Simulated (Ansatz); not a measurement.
# C3H10Si2: a ladder of functionals and wavefunction methods

The task here is to estimate one member of a computed series from the others.

The runs use Ansatz 0.2.0, Gaussian basis; functionals in def2-TZVPP, the program's frozen cores in correlated methods.

Levels to be run: PBE-D4, r2SCAN-D4, PBE0-D4, B3LYP-D4, ωB97X-V, ωB97M-V, B2PLYP; CCSD(T)/def2-TZVPP; MP2/def2-QZVPP; extrapolation to the limit.

## The relaxed structure

An earlier PBE0-D4 in a triple-zeta def2 set relaxation fixed the geometry.

SMILES `CC1([SiH3])C[SiH2]1`, 15 atoms, charge 0, spin multiplicity 1.

Atoms are counted from 1 here; the program's logs count them from 0.

Bond lengths: C1–C2 1.517 Å, C1–H6 1.096 Å, C1–H7 1.093 Å, C1–H8 1.095 Å, C2–Si3 1.856 Å, C2–C4 1.552 Å, C2–Si5 1.859 Å, Si3–H9 1.488 Å, Si3–H10 1.489 Å, Si3–H11 1.492 Å, C4–Si5 1.844 Å, C4–H12 1.086 Å, C4–H13 1.087 Å, Si5–H14 1.478 Å, Si5–H15 1.479 Å. Angles: C2–C1–H6 111.0°, C2–C1–H7 111.6°, C2–C1–H8 111.7°, H6–C1–H7 107.9°, H6–C1–H8 107.2°, H7–C1–H8 107.3°, C1–C2–Si3 115.6°, C1–C2–C4 115.6°, C1–C2–Si5 118.9°, Si3–C2–C4 115.6°, Si3–C2–Si5 116.8°, C4–C2–Si5 64.7°, C2–Si3–H9 110.7°, C2–Si3–H10 109.7°, C2–Si3–H11 111.2°, H9–Si3–H10 109.0°, H9–Si3–H11 108.2°, H10–Si3–H11 108.0° and more.

Set-up of the first run:

Input file in.yaml:

```yaml
crystal:
  periodic: [false, false, false]
  atoms:
    - {symbol: C, position_ang: [-1.439751, -0.791183, -0.174577]}
    - {symbol: C, position_ang: [-0.108181, -0.080738, -0.019620]}
    - {symbol: Si, position_ang: [1.393887, -1.166101, -0.113381]}
    - {symbol: C, position_ang: [0.008346, 1.291076, -0.736556]}
    - {symbol: Si, position_ang: [-0.004706, 1.396864, 1.104362]}
    - {symbol: H, position_ang: [-1.536280, -1.229819, -1.174232]}
    - {symbol: H, position_ang: [-1.554516, -1.594925, 0.556956]}
    - {symbol: H, position_ang: [-2.282127, -0.104753, -0.039872]}
    - {symbol: H, position_ang: [1.341638, -2.225969, 0.930351]}
    - {symbol: H, position_ang: [2.619244, -0.344404, 0.089647]}
    - {symbol: H, position_ang: [1.497895, -1.829740, -1.446116]}
    - {symbol: H, position_ang: [0.925029, 1.497727, -1.281730]}
    - {symbol: H, position_ang: [-0.879009, 1.600396, -1.282452]}
    - {symbol: H, position_ang: [1.242696, 1.698371, 1.837151]}
    - {symbol: H, position_ang: [-1.245966, 1.832496, 1.779369]}
basis:
  gaussian: {orbitals: def2-TZVPP}
hamiltonian: {xc: pbe, dispersion: d4}
output: {forces: true, orbitals: {seedname: orbitals}}
```

Command:

```console
$ ansatz run in.yaml --threads 4 --pin off --events-out ev --progress --plain --max-ram 10444MiB
```

Among the steps run: PBE-D4 (GGA); r2SCAN-D4 (meta-GGA); PBE0-D4 (hybrid); B3LYP-D4 (hybrid); ωB97X-V (range-separated); ωB97M-V (range-separated); B2PLYP (double hybrid); CCSD(T) in def2-TZVPP; MP2 in def2-QZVPP.

One of the session's tables, all rows but one given; the rest of the session is left out.

It belongs to the step «Atomisation energies». 

```
            method  atomisation energy (kcal/mol)
            PBE-D4                         1283.2
         r2SCAN-D4                         1275.8
           PBE0-D4                         1274.4
          B3LYP-D4                         1272.1
           ωB97X-V                         1279.3
           ωB97M-V                         1276.5
            B2PLYP                         1256.8
     HF/def2-TZVPP                          959.4
    MP2/def2-TZVPP                         1250.8
   CCSD/def2-TZVPP                              ?
CCSD(T)/def2-TZVPP                         1244.0
           MP2/CBS                         1280.1
       CCSD(T)/CBS                         1273.2
```

**Question.** Estimate the row for CCSD/def2-TZVPP.

As computed: atomisation energy (kcal/mol): 1228.9. In the column «atomisation energy (kcal/mol)» it lies between HF/def2-TZVPP (959.4) and CCSD(T)/def2-TZVPP (1244.0).

Caveats from the session: Free atoms (3 C, 2 Si, 10 H) were run apart at each level; the atomisation energy is their sum less the molecule, without zero-point or spin-orbit terms.
